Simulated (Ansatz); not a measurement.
# Zr3S2 (R32) in Ansatz: convergence with wavefunction cutoff

Aim: find how far wavefunction cutoff must go before the results for Zr3S2 settle, at PBE. This setting moves, with any that are tied to it; all else stays.

All numbers are computed with Ansatz 0.2.0; they aren't measurements. Logs are shortened: lines on timing, memory, paths and dates and some standing lists are left out, and cuts for length are marked.

## Step 1: The structure

It takes space group R32 (No. 155, trigonal). The conventional cell has a = 5.805 Å, b = 5.805 Å, c = 10.463 Å, α = 90.00°, β = 90.00°, γ = 120.00°. Zr (site symmetry 2) is surrounded by 4 S at 2.61 to 2.62 Å. Around S (site symmetry 3) lie 6 Zr at 2.61 to 2.62 Å.

The cell comes from a database or a generator and needn't be the stable form of this composition.

## Step 2: With wavefunction cutoff 400 eV

File input.yaml:

```yaml
crystal:
  lattice:
    - [2.9025379727, 1.6757810799, 3.4877732718]
    - [-2.9025379727, 1.6757810799, 3.4877732718]
    - [0.0, -3.3515621597, 3.4877732718]
  atoms:
    - { symbol: Zr, position: [0.838727, 0.5, 0.161273] }
    - { symbol: Zr, position: [0.5, 0.161273, 0.838727] }
    - { symbol: Zr, position: [0.161273, 0.838727, 0.5] }
    - { symbol: S, position: [0.665023, 0.665023, 0.665023] }
    - { symbol: S, position: [0.334977, 0.334977, 0.334977] }
hamiltonian:
  xc: pbe
  pseudopotentials: { kind: nc }
kpoints:
  mp_grid: { grid: [5, 5, 5] }
scf:
  occupations: { method: gaussian, width: 0.1 }
output:
  forces: true
  stress: true
  eigenvalues: true
basis:
  ecutwfc: "400 eV"
```

Potentials or basis: Ansatz NC with PseudoDojo standard (PBE files).

On the command line:

```
$ ansatz run input.yaml --threads 2 --pin off --max-ram 5632MiB --backend cpu --events-out ev --progress --plain --runs-dir out
```

Wall time 2.6 s (2 threads of Arm Neoverse V1, shared host); peak memory 0.27 GiB.

What came out:

```
Free energy            : -4727.4018 eV
Pressure               : -0.8 GPa
Largest force          : 0.066 eV/Å
Band gap on the k mesh : none (metal or under the smearing width)
```

## Step 3: With wavefunction cutoff 500 eV

input.yaml: that of step 2 with these lines changed.

```diff
@@ -23,2 +23,2 @@
 basis:
-  ecutwfc: "400 eV"
+  ecutwfc: "500 eV"
```

Potentials or basis: Ansatz NC with PseudoDojo standard (PBE files).

On the command line:

```
$ ansatz run input.yaml --threads 2 --pin off --max-ram 5632MiB --backend cpu --events-out ev --progress --plain --runs-dir out
```

Run time: 3.8 s. Hardware: 2 threads of Arm Neoverse V1, shared host; peak memory 0.29 GiB.

Results:

- Free energy: -4733.2679 eV
- Pressure: -0.9 GPa
- Largest force: 0.075 eV/Å
- Band gap on the k mesh: none (metal or under the smearing width)

## Step 4: With wavefunction cutoff 600 eV

input.yaml: that of step 3 with these lines changed.

```diff
@@ -23,2 +23,2 @@
 basis:
-  ecutwfc: "500 eV"
+  ecutwfc: "600 eV"
```

On the command line:

```
$ ansatz run input.yaml --threads 2 --pin off --max-ram 5632MiB --backend cpu --events-out ev --progress --plain --runs-dir out
```

It took 4.8 s on 2 threads of Arm Neoverse V1, shared host; peak memory 0.32 GiB.

What came out:

```
Free energy            : -4735.1358 eV
Pressure               : -0.9 GPa
Largest force          : 0.071 eV/Å
Band gap on the k mesh : none (metal or under the smearing width)
```

## Step 5: With wavefunction cutoff 700 eV

input.yaml: that of step 4 with these lines changed.

```diff
@@ -23,2 +23,2 @@
 basis:
-  ecutwfc: "600 eV"
+  ecutwfc: "700 eV"
```

On the command line:

```
$ ansatz run input.yaml --threads 2 --pin off --max-ram 5632MiB --backend cpu --events-out ev --progress --plain --runs-dir out
```

Wall time 4.8 s (2 threads of Arm Neoverse V1, shared host); peak memory 0.36 GiB.

What came out:

* Free energy: -4735.6259 eV
* Pressure: -0.9 GPa
* Largest force: 0.073 eV/Å
* Band gap on the k mesh: none (metal or under the smearing width)

## Step 6: With wavefunction cutoff 850 eV

input.yaml: that of step 5 with these lines changed.

```diff
@@ -23,2 +23,2 @@
 basis:
-  ecutwfc: "700 eV"
+  ecutwfc: "850 eV"
```

Potentials or basis: Ansatz NC with PseudoDojo standard (PBE files).

On the command line:

```
$ ansatz run input.yaml --threads 2 --pin off --max-ram 5632MiB --backend cpu --events-out ev --progress --plain --runs-dir out
```

Wall time 6.8 s (2 threads of Arm Neoverse V1, shared host); peak memory 0.41 GiB.

The run converged. Its results:

```
Free energy            : -4735.7305 eV
Pressure               : -0.9 GPa
Largest force          : 0.073 eV/Å
Band gap on the k mesh : none (metal or under the smearing width)
```

## Step 7: With wavefunction cutoff 1000 eV

input.yaml: that of step 6 with these lines changed.

```diff
@@ -23,2 +23,2 @@
 basis:
-  ecutwfc: "850 eV"
+  ecutwfc: "1000 eV"
```

On the command line:

```
$ ansatz run input.yaml --threads 2 --pin off --max-ram 5632MiB --backend cpu --events-out ev --progress --plain --runs-dir out
```

Run time: 8 s. Hardware: 2 threads of Arm Neoverse V1, shared host; peak memory 0.45 GiB.

The run converged. Its results:

```yaml
Free_energy: -4735.7335 eV
Pressure: -0.9 GPa
Largest_force: 0.073 eV/Å
Band_gap_on_the_k_mesh: none (metal or under the smearing width)
```

## Step 8: With wavefunction cutoff 1200 eV

input.yaml: that of step 7 with these lines changed.

```diff
@@ -23,2 +23,2 @@
 basis:
-  ecutwfc: "1000 eV"
+  ecutwfc: "1200 eV"
```

On the command line:

```
$ ansatz run input.yaml --threads 2 --pin off --max-ram 5632MiB --backend cpu --events-out ev --progress --plain --runs-dir out
```

Wall time 12 s (2 threads of Arm Neoverse V1, shared host); peak memory 0.56 GiB.

The run converged. Its results:

```
Free energy            : -4735.7347 eV
Pressure               : -0.9 GPa
Largest force          : 0.073 eV/Å
Band gap on the k mesh : none (metal or under the smearing width)
```

## Step 9: With wavefunction cutoff 1400 eV

input.yaml: that of step 8 with these lines changed.

```diff
@@ -23,2 +23,2 @@
 basis:
-  ecutwfc: "1200 eV"
+  ecutwfc: "1400 eV"
```

Potentials or basis: Ansatz NC with PseudoDojo standard (PBE files).

On the command line:

```
$ ansatz run input.yaml --threads 2 --pin off --max-ram 5632MiB --backend cpu --events-out ev --progress --plain --runs-dir out
```

Run time: 14 s. Hardware: 2 threads of Arm Neoverse V1, shared host; peak memory 0.62 GiB.

Results (log left out):

```
Free energy            : -4735.7352 eV
Pressure               : -0.9 GPa
Largest force          : 0.073 eV/Å
Band gap on the k mesh : none (metal or under the smearing width)
```

## Step 10: With wavefunction cutoff 1700 eV

input.yaml: that of step 9 with these lines changed.

```diff
@@ -23,2 +23,2 @@
 basis:
-  ecutwfc: "1400 eV"
+  ecutwfc: "1700 eV"
```

Potentials or basis: Ansatz NC with PseudoDojo standard (PBE files).

On the command line:

```
$ ansatz run input.yaml --threads 2 --pin off --max-ram 5632MiB --backend cpu --events-out ev --progress --plain --runs-dir out
```

The program printed:

```text
Warning: RAYON_NUM_THREADS=2 ignored (pool sized by the plan → 2); use --threads N
Engine: ansatz 0.2.0, aarch64-unknown-linux-gnu
Pseudopotentials: kind: nc
Pseudopotential: Zr, nc, valence charge 12, recommended cutoff 897.975746 eV (normal), Zr.nc.azcp
Pseudopotential: S, nc, valence charge 6, recommended cutoff 770 eV (normal), S.nc.azcp (PseudoDojo's, or run here from an input of PseudoDojo's: the run reads no file of this project's for it)
Functional definition: PBE
  parameter kappa = 0.804
  parameter beta = 0.06672455060314922
  exchange = pbe_x(kappa = kappa, mu = beta*pi^2/3)
  correlation = pbe_c(beta = beta)
Crystal: 5 atoms, lattice volume = 101.788 Å³
Basis set: ecut = 1700 eV, 16229 PW (Γ), exchange–correlation on 144×144×144 points (8 copies of the dense FFT grid, shifted against one another)
Bands: 29, of which v1, the nominal top of the filled ones, is band 24 counted from 1 (23 counted from 0)
Symmetry: 6 space group operations
Space group: R32 (ITA 155), of the structure as read, at distance tolerance 4.7e-5 Å
k-points: 19 of 125 (time reversal used)
Non-local potential: Zr, projectors of the file, l = 0: 2, l = 1: 2, l = 2: 2
Non-local potential: S, projectors of the file, l = 0: 2, l = 1: 2, l = 2: 2
Initial density: superposition of atomic densities (chi_scale 0.1, normalization cell, long waves kept (reshape's long-wave potential 0.00 eV rms))
Initial wavefunctions: pseudopotential atomic-orbital guess
Functional: x = pbe(κ = 0.804, μ = 0.2195149727645171), c = pbe(β = 0.06672455060314922)
SCF iter   1: F=—  HF=-4736.414471 eV  |F-HF|=—  |Δ(HF+E_count)|=         —  Δρ=3.86e-2  dr2=2.66e0  ethr=3.10e-3  ⟨swp⟩=6.2  Hψ=2573  notcnv=0
preconditioner: auto → Kerker (q_TF=auto, 2.407 Å⁻¹)  [metal: Δε(μ)=0.018 eV  Ē_g=6.058 eV  σ=0.100 eV  W_gap=0.10  n_scr=20 (ndim 8)  ℏωp=18.0 eV  f_vac=0.000  D(μ)=1.88/eV (n_scr^D=14)]
SCF iter   2: F=—  HF=-4735.902521 eV  |F-HF|=—  |Δ(HF+E_count)|=   5.12e-1  Δρ=1.96e-2  dr2=6.93e-1  ethr=3.10e-3  ⟨swp⟩=3.4  Hψ=1042  notcnv=0  defer=2
SCF iter   3: F=—  HF=-4735.740354 eV  |F-HF|=—  |Δ(HF+E_count)|=   1.62e-1  Δρ=4.93e-3  dr2=4.00e-2  ethr=1.44e-3  ⟨swp⟩=3.1  Hψ=932  notcnv=0  defer=2
SCF iter   4: F=—  HF=-4735.735512 eV  |F-HF|=—  |Δ(HF+E_count)|=   4.84e-3  Δρ=1.03e-3  dr2=9.91e-4  ethr=8.33e-5  ⟨swp⟩=2.3  Hψ=982  notcnv=0  defer=2
SCF iter   5: F=—  HF=-4735.735788 eV  |F-HF|=—  |Δ(HF+E_count)|=   2.76e-4  Δρ=2.24e-4  dr2=6.18e-5  ethr=2.06e-6  ⟨swp⟩=2.3  Hψ=936  notcnv=0  defer=2
SCF iter   6: F=—  HF=-4735.736049 eV  |F-HF|=—  |Δ(HF+E_count)|=   2.61e-4  Δρ=6.85e-5  dr2=3.58e-6  ethr=1.29e-7  ⟨swp⟩=2.7  Hψ=1034  notcnv=0  defer=2
SCF iter   7: F=—  HF=-4735.736049 eV  |F-HF|=—  |Δ(HF+E_count)|=   1.40e-7  Δρ=1.50e-5  dr2=3.62e-7  ethr=7.45e-9  ⟨swp⟩=2.1  Hψ=1002  notcnv=0  defer=2
SCF iter   8: F=-4735.736049 eV  HF=-4735.736049 eV  |F-HF|=2.04e-9  |Δ(HF+E_count)|=   1.34e-8  Δρ=3.51e-6  dr2=1.56e-8  ethr=2.08e-10  ⟨swp⟩=11.1  Hψ=3245  notcnv=0
SCF 1 converged in 8 iterations: F = -4735.736049 eV  dr2 = 1.56e-8
SCF converged after 8 iterations
Free energy (F): -4735.736049 eV
Harris-Foulkes:  -4735.736049 eV  (|F-HF|=2.04e-9)
Internal energy: -4735.728111 eV  (E = F + TS)
E sigma→0 (E₀):  -4735.732080 eV
Entropy (-TS):   -0.007938 eV (-1.588 meV/atom)
Fermi energy:    12.868353 eV
--- Per-component energies (eV) ---
  E_band       = -291.294314
  E_kinetic    = 1395.099389
  E_local      = -3034.427648  (includes V_loc(G=0)·N_el)
  E_nonlocal   = 792.834622
  E_hartree    = 701.248268
  E_xc         = -992.300093
  E_vxc        = -847.299828  (∫ρ·V_xc dr)
  E_ewald      = -3598.182649
  E_smearing   = -0.007938  (= −TS)
  E_closure    = -0.000000  (closes the sum)
  Σ components = -4735.736049   (vs F -4735.736049, Δ=0.00e0)
--- Forces (eV/Å), atoms counted from 1 ---
  atom   1  Zr    -0.03665434    -0.06348719     0.00000000
  atom   2  Zr    -0.03665434     0.06348719    -0.00000000
  atom   3  Zr     0.07330869     0.00000000     0.00000000
  atom   4  S      0.00000000    -0.00000000    -0.00798429
  atom   5  S      0.00000000     0.00000000     0.00798429
  max |Σ_I F_I| component: 2.22e-16 eV/Å
--- Stress (GPa, compression-positive) ---
       -0.922002       0.000000       0.000000
        0.000000      -0.922002       0.000000
        0.000000       0.000000      -0.813485
  P = ⅓ Tr σ = -0.8858 GPa (-8.858 kbar)
--- Band table (eV; the first three rows and the last of 19) ---
  k-point 0: bands = ["-36.2472", "-36.1690", "-36.1690", "-14.4100", "-14.4100", "-14.4048", "-14.3891", "-14.3357", "-14.3357", "-14.2676", "-14.0067", "-14.0067", "-2.1159", "-0.9091", "6.9366", "6.9366", "7.2467", "8.6096", "8.7908", "8.7908", "10.2727", "11.0471", "12.9728", "12.9728", "13.5635", "13.5635", "14.8641", "15.6134", "15.6134"]
  k-point 1: bands = ["-36.2391", "-36.1769", "-36.1689", "-14.4701", "-14.4588", "-14.4285", "-14.3587", "-14.3027", "-14.2507", "-14.2186", "-14.0736", "-14.0213", "-1.9517", "-0.9596", "6.8085", "7.1018", "7.3232", "8.2302", "8.5709", "8.8912", "10.6835", "11.4123", "12.6286", "12.7886", "13.1244", "13.8409", "14.3564", "15.2078", "15.6657"]
  k-point 2: bands = ["-36.2188", "-36.1948", "-36.1711", "-14.5046", "-14.4898", "-14.4068", "-14.3344", "-14.3013", "-14.2420", "-14.1508", "-14.1178", "-14.0622", "-1.5875", "-1.1366", "6.9295", "7.0101", "7.3712", "7.9163", "8.2073", "9.1145", "11.3775", "11.8002", "12.2246", "12.2764", "12.7659", "13.9154", "14.4300", "14.7074", "15.4748"]
  k-point 18: bands = ["-36.2208", "-36.1838", "-36.1788", "-14.6400", "-14.4984", "-14.4313", "-14.3065", "-14.2718", "-14.2576", "-14.2313", "-14.0478", "-13.9993", "-1.0622", "-0.9089", "6.0541", "6.8397", "7.0818", "8.0009", "8.6355", "8.8130", "11.8623", "12.1141", "12.4554", "12.5814", "13.2180", "13.4089", "13.6633", "14.1431", "14.8599"]
```

It took 18 s on 2 threads of Arm Neoverse V1, shared host; peak memory 0.81 GiB.

Results:

```yaml
Free_energy: -4735.7360 eV
Pressure: -0.9 GPa
Largest_force: 0.073 eV/Å
Band_gap_on_the_k_mesh: none (metal or under the smearing width)
```

## Step 11: Result

```tsv
wavefunction cutoff	energy less the tightest run, at zero smearing (meV/atom)	pressure (GPa)	largest force (eV/Å)	SCF cycles	CPU time (s)	peak memory (GiB)
400 eV	1666.90	-0.83	0.066	8	5.1	0.27
500 eV	493.65	-0.94	0.075	8	7.4	0.29
600 eV	120.05	-0.89	0.071	8	9.4	0.32
700 eV	22.04	-0.88	0.073	8	9.4	0.36
850 eV	1.10	-0.88	0.073	8	13	0.41
1000 eV	0.52	-0.88	0.073	8	16	0.45
1200 eV	0.27	-0.88	0.073	8	24	0.56
1400 eV	0.17	-0.89	0.073	8	28	0.62
1700 eV	0.00	-0.89	0.073	8	36	0.81
```

Against the tightest run, the energy stays within 1 meV/atom from 1000 eV on; the pressure stays within 0.1 GPa from 400 eV on; the largest force stays within 0.005 eV/Å from 500 eV on. The tightest run that finished is the yardstick and may itself not be fully converged.
